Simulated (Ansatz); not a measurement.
# CH₈BCl₂NSi: how energies converge with the basis set

One table from this session's results is given with a row withheld; the runs are named, their logs left out.

Method: one geometry, several basis sets; program: Ansatz 0.2.0, Gaussian basis.

Levels to be run: PBE0-D4/def2-SVP; ωB97M-V/def2-SVP; PBE0-D4/def2-QZVPP; ωB97M-V/def2-QZVPP; the functionals' def2-TZVPP values are taken from earlier runs.

### Structure used throughout

The geometry comes from an earlier relaxation with PBE0-D4 in a triple-zeta def2 set; it is a stationary point, not always the lowest conformer.

14 atoms, charge 0, spin multiplicity 1.

Atoms are counted from 1 here; the program's logs count them from 0.

Bond lengths: C1–B2 1.585 Å, C1–H7 1.096 Å, C1–H8 1.095 Å, C1–H9 1.092 Å, B2–Cl3 1.866 Å, B2–Cl4 1.855 Å, B2–N5 1.625 Å, N5–Si6 1.829 Å, N5–H10 1.019 Å, N5–H11 1.018 Å, Si6–H12 1.475 Å, Si6–H13 1.486 Å, Si6–H14 1.468 Å. Angles: B2–C1–H7 112.1°, B2–C1–H8 111.9°, B2–C1–H9 110.1°, H7–C1–H8 108.3°, H7–C1–H9 107.0°, H8–C1–H9 107.0°, C1–B2–Cl3 113.0°, C1–B2–Cl4 113.4°, C1–B2–N5 110.5°, Cl3–B2–Cl4 111.7°, Cl3–B2–N5 103.4°, Cl4–B2–N5 104.0°, B2–N5–Si6 114.6°, B2–N5–H10 107.3°, B2–N5–H11 107.2°, Si6–N5–H10 109.5°, Si6–N5–H11 111.0°, H10–N5–H11 106.8° and more.

Geometry (Å):

```xyz
14

C    -1.1485   -1.5813    0.8522
B    -0.6786   -0.0957    0.5602
Cl    0.2481    0.6705    1.9868
Cl   -2.0465    1.0036   -0.0396
N     0.4056   -0.0704   -0.6494
Si    1.3374    1.4957   -0.8049
H    -0.3172   -2.2227    1.1650
H    -1.6269   -2.0383   -0.0207
H    -1.8821   -1.5912    1.6608
H     1.0564   -0.8381   -0.4900
H    -0.0966   -0.2834   -1.5093
H     2.5884    1.3241   -0.0424
H     1.6475    1.5721   -2.2561
H     0.5003    2.6261   -0.3839
```

The first run:

Input file in.yaml:

```yaml
crystal:
  periodic: [false, false, false]
  atoms:
    - {symbol: C, position_ang: [-1.148480, -1.581348, 0.852177]}
    - {symbol: B, position_ang: [-0.678554, -0.095713, 0.560174]}
    - {symbol: Cl, position_ang: [0.248122, 0.670481, 1.986821]}
    - {symbol: Cl, position_ang: [-2.046503, 1.003645, -0.039567]}
    - {symbol: N, position_ang: [0.405573, -0.070418, -0.649422]}
    - {symbol: Si, position_ang: [1.337415, 1.495685, -0.804946]}
    - {symbol: H, position_ang: [-0.317226, -2.222723, 1.165018]}
    - {symbol: H, position_ang: [-1.626917, -2.038331, -0.020674]}
    - {symbol: H, position_ang: [-1.882130, -1.591223, 1.660759]}
    - {symbol: H, position_ang: [1.056384, -0.838148, -0.489984]}
    - {symbol: H, position_ang: [-0.096567, -0.283432, -1.509338]}
    - {symbol: H, position_ang: [2.588409, 1.324106, -0.042389]}
    - {symbol: H, position_ang: [1.647521, 1.572150, -2.256054]}
    - {symbol: H, position_ang: [0.500252, 2.626066, -0.383875]}
basis:
  gaussian: {orbitals: def2-SVP}
hamiltonian: {xc: pbe0, dispersion: d4}
output: {orbitals: {seedname: orbitals}}
```

On the command line:

```bash
$ ansatz run in.yaml --threads 4 --pin off --events-out ev --progress --plain --max-ram 11315MiB
```

Steps of the session up to this table: PBE0-D4 in def2-SVP; ωB97M-V in def2-SVP; PBE0-D4 in def2-QZVPP; ωB97M-V in def2-QZVPP.

One table of the session follows, with a row left open; its other results are not shown here.

It belongs to the step «Functionals by basis». 

```
functional       basis  HOMO (eV)
   PBE0-D4    def2-SVP      -7.63
   PBE0-D4  def2-TZVPP      -7.88
   PBE0-D4  def2-QZVPP          ?
   ωB97M-V    def2-SVP      -9.84
   ωB97M-V  def2-TZVPP     -10.14
   ωB97M-V  def2-QZVPP     -10.18
```

**Question.** Estimate the row for PBE0-D4, def2-QZVPP.

The run gave: HOMO (eV): -7.92. In the column «HOMO (eV)» it lies between ωB97M-V, def2-SVP (-9.84) and PBE0-D4, def2-TZVPP (-7.88).
